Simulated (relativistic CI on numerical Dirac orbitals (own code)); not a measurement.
**Ions with 27 electrons, Pm³⁴⁺ to Dy³⁹⁺: levels along an isoelectronic sequence**

How do the lowest levels of 27-electron ions move as Z rises from 61 to 66? Each ion is run with the same configurations.

The numbers are computed with relativistic CI on numerical Dirac orbitals (own code) version 2 (Dirac-Coulomb-Breit CI, KLI orbitals optimised for each configuration, model QED (radiative potential, 1s self-energy scaled to tabulated hydrogen-like ionisation energies)), except any that are marked as measured or tabulated.

### 1 The system

```
electrons      : 27
ions           : Pm³⁴⁺, Sm³⁵⁺, Eu³⁶⁺, Gd³⁷⁺, Tb³⁸⁺, Dy³⁹⁺
configurations : [Ar] 3d9; [Ar] 3d7 4s2; [Ne] 3s2 3p5 3d10; [Ne] 3s 3p6 3d10; [Ar] 3d8 4s; [Ar] 3d8 4p; [Ar] 3d8 4d
```

### 2 Pm³⁴⁺ (Z = 61)

Settings of the run:

```ini
atom Pm  Z=61  charge=34  electrons=27
nucleus A=145  rms_radius_fm=4.9620
hamiltonian dirac-coulomb  breit=on  qed=on  c_scale=1
orbitals kli  potential=per-configuration
slater_scale 1
correlation none
mixing on
configurations
  [Ar] 3d9
  [Ar] 3d7 4s2
  [Ne] 3s2 3p5 3d10
  [Ne] 3s 3p6 3d10
  [Ar] 3d8 4s
  [Ar] 3d8 4p
  [Ar] 3d8 4d
end
```

### 3 Sm³⁵⁺ (Z = 62)

Changes to the settings of step 2:

```diff
@@ -1,3 +1,3 @@
-atom Pm  Z=61  charge=34  electrons=27
-nucleus A=145  rms_radius_fm=4.9620
+atom Sm  Z=62  charge=35  electrons=27
+nucleus A=152  rms_radius_fm=5.0819
 hamiltonian dirac-coulomb  breit=on  qed=on  c_scale=1
```

### 4 Eu³⁶⁺ (Z = 63)

Changes to the settings of step 3:

```diff
@@ -1,3 +1,3 @@
-atom Sm  Z=62  charge=35  electrons=27
-nucleus A=152  rms_radius_fm=5.0819
+atom Eu  Z=63  charge=36  electrons=27
+nucleus A=153  rms_radius_fm=5.1115
 hamiltonian dirac-coulomb  breit=on  qed=on  c_scale=1
```

### 5 Gd³⁷⁺ (Z = 64)

Changes to the settings of step 4:

```diff
@@ -1,3 +1,3 @@
-atom Eu  Z=63  charge=36  electrons=27
-nucleus A=153  rms_radius_fm=5.1115
+atom Gd  Z=64  charge=37  electrons=27
+nucleus A=158  rms_radius_fm=5.1569
 hamiltonian dirac-coulomb  breit=on  qed=on  c_scale=1
```

### 6 Tb³⁸⁺ (Z = 65)

Changes to the settings of step 5:

```diff
@@ -1,3 +1,3 @@
-atom Gd  Z=64  charge=37  electrons=27
-nucleus A=158  rms_radius_fm=5.1569
+atom Tb  Z=65  charge=38  electrons=27
+nucleus A=159  rms_radius_fm=5.0600
 hamiltonian dirac-coulomb  breit=on  qed=on  c_scale=1
```

### 7 Dy³⁹⁺ (Z = 66)

Changes to the settings of step 6:

```diff
@@ -1,3 +1,3 @@
-atom Tb  Z=65  charge=38  electrons=27
-nucleus A=159  rms_radius_fm=5.0600
+atom Dy  Z=66  charge=39  electrons=27
+nucleus A=164  rms_radius_fm=5.2218
 hamiltonian dirac-coulomb  breit=on  qed=on  c_scale=1
```

(Steps that only read results are left out.)

What does the calculation give? Wanted: lowest level, first ion; lowest level, last ion; changes of the lowest level; interval 2D3/2 to 2D5/2; mean jj purity of the low levels.

**Answer**, as computed:

```
                        quantity                  value
         lowest level, first ion              3d9 2D5/2
          lowest level, last ion              3d9 2D5/2
     changes of the lowest level                   none
         interval 2D3/2 to 2D5/2  205500 to 305900 cm⁻¹
mean jj purity of the low levels                   99 %
```

In words: The lowest level stays 3d9 2D5/2 throughout. The fine-structure interval of 3d9 2D grows as about Z to the power 5.0 over this range, steeper than the fourth power of a bare nucleus, since the screened charge grows faster than Z and higher orders in (Zα)² add to it. Only the listed configurations are in the model.
